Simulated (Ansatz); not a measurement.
# C₃H₃BrClF₂I: one species, many methods

How much do the methods differ for C₃H₃BrClF₂I? The plan is to run it at one geometry with functionals of several rungs and with coupled cluster, and see how far each lands from CCSD(T) at the basis-set limit for the atomisation energy.

The runs use Ansatz 0.2.0, Gaussian basis; functionals in def2-TZVPP, the program's frozen cores in correlated methods.

The runs, in order: LDA (SPW92), PBE-D4, revPBE-D4, BLYP-D4, r2SCAN-D4, B97M-V, PBE0-D4, B3LYP-D4, r2SCANh-D4, r2SCAN0-D4, HSE06-D4, BHLYP-D4, CAM-B3LYP-D4, LC-ωPBE, ωB97X-V, ωB97M-V, B2PLYP, PBE-QIDH; CCSD(T)/def2-SVP; CCSD(T)/def2-TZVPP; MP2/def2-QZVPP; extrapolation to the limit; RPA on PBE.

## 1. The relaxed structure

All runs share one geometry, relaxed beforehand with PBE0-D4 in a triple-zeta def2 set. I takes the def2 core potential; no spin-orbit term is included.

SMILES `F[C@@H]([C@@H](Cl)Br)[C@@H](F)I`, 11 atoms, charge 0, spin multiplicity 1.

Atoms are counted from 1 here; the program's logs count them from 0.

Bond lengths: F1–C2 1.352 Å, C2–I3 2.151 Å, C2–C4 1.526 Å, C2–H9 1.090 Å, C4–F5 1.372 Å, C4–C6 1.518 Å, C4–H10 1.097 Å, C6–Cl7 1.755 Å, C6–Br8 1.936 Å, C6–H11 1.087 Å. Angles: F1–C2–I3 110.0°, F1–C2–C4 111.2°, F1–C2–H9 109.2°, I3–C2–C4 114.1°, I3–C2–H9 104.3°, C4–C2–H9 107.8°, C2–C4–F5 105.9°, C2–C4–C6 117.4°, C2–C4–H10 106.8°, F5–C4–C6 108.1°, F5–C4–H10 109.0°, C6–C4–H10 109.4°, C4–C6–Cl7 110.8°, C4–C6–Br8 109.4°, C4–C6–H11 110.7°, Cl7–C6–Br8 111.3°, Cl7–C6–H11 108.3°, Br8–C6–H11 106.2°.

## 2. LDA

This LDA is Slater exchange with PW92 correlation.

File in.yaml:

```yaml
crystal:
  periodic: [false, false, false]
  atoms:
    - {symbol: F, position_ang: [-1.991095, -0.450600, 0.735653]}
    - {symbol: C, position_ang: [-1.123856, 0.562345, 0.513431]}
    - {symbol: I, position_ang: [-0.227923, 1.183024, 2.368384]}
    - {symbol: C, position_ang: [-0.115790, 0.196863, -0.572887]}
    - {symbol: F, position_ang: [0.381527, 1.386932, -1.041173]}
    - {symbol: C, position_ang: [1.057027, -0.678972, -0.170365]}
    - {symbol: Cl, position_ang: [0.498220, -2.207737, 0.486575]}
    - {symbol: Br, position_ang: [2.210034, -0.951542, -1.702074]}
    - {symbol: H, position_ang: [-1.675332, 1.439623, 0.174596]}
    - {symbol: H, position_ang: [-0.677992, -0.294907, -1.375725]}
    - {symbol: H, position_ang: [1.665180, -0.185019, 0.583586]}
basis:
  gaussian: {orbitals: def2-TZVPP}
hamiltonian: {xc: lda}
output: {orbitals: {seedname: orbitals}}
```

The runs that follow: PBE-D4 (GGA); revPBE-D4 (GGA); BLYP-D4 (GGA); r2SCAN-D4 (meta-GGA); B97M-V (meta-GGA); PBE0-D4 (hybrid); B3LYP-D4 (hybrid); r2SCANh-D4 (hybrid); r2SCAN0-D4 (hybrid); HSE06-D4 (hybrid); BHLYP-D4 (hybrid); CAM-B3LYP-D4 (range-separated); LC-ωPBE (range-separated); ωB97X-V (range-separated); ωB97M-V (range-separated); B2PLYP (double hybrid); PBE-QIDH (double hybrid); CCSD(T) in def2-SVP; CCSD(T) in def2-TZVPP; MP2 in def2-QZVPP; RPA on PBE orbitals.

Q: Predict the results of all the runs planned. Wanted: atomisation energy, CCSD(T)/CBS; farthest beyond LDA; mean size of error, GGA; mean size of error, meta-GGA; mean size of error, hybrid; mean size of error, range-separated; mean size of error, double hybrid; gap, smallest and largest; T1 diagnostic.

The runs gave:

| quantity | value |
| --- | --- |
| atomisation energy, CCSD(T)/CBS | 3849.0 kJ/mol |
| functionals within 38.5 kJ/mol (1.0 %) | revPBE-D4, BLYP-D4, r2SCAN-D4, B97M-V, PBE0-D4, r2SCANh-D4, CAM-B3LYP-D4, LC-ωPBE, ωB97X-V, ωB97M-V, PBE-QIDH |
| farthest beyond LDA | BHLYP-D4 (-221.8 kJ/mol) |
| mean size of error, GGA | 70.1 kJ/mol |
| mean size of error, meta-GGA | 17.6 kJ/mol |
| mean size of error, hybrid | 76.4 kJ/mol |
| mean size of error, range-separated | 20.5 kJ/mol |
| mean size of error, double hybrid | 50.1 kJ/mol |
| gap, smallest and largest | 4.25 eV (BLYP-D4), 11.31 eV (LC-ωPBE) |
| T1 diagnostic | 0.0098 |
| triples share of the correlation energy | 3.4 % |

What this shows: LDA overbinds by 777.9 kJ/mol (20 %). PBE-D4 is off by +164.3 kJ/mol. Double hybrids carry the basis error of their MP2 part in triple zeta, and no dispersion term here, so their miss is partly the set-up's. The rungs meta-GGA, range-separated miss on average by less than the doubt on the reference (38.5 kJ/mol), so they tie. Misses under about 38.5 kJ/mol are within the doubt on the reference itself, which lacks core-valence correlation, spin-orbit coupling and higher excitations, and its outer-core shells are covered unevenly. All levels share the lack of spin-orbit coupling, which lowers the free heavy atoms and so the true binding. Hartree-Fock recovers 67 % of the binding; the rest is correlation. CCSD(T) in def2-SVP is off by -250.3 kJ/mol, which most functionals beat. Orbital gaps span 4.3 to 11.3 eV; exact exchange widens them. Correlated methods include outer-core shells of Br, I, which these sets cover unevenly.
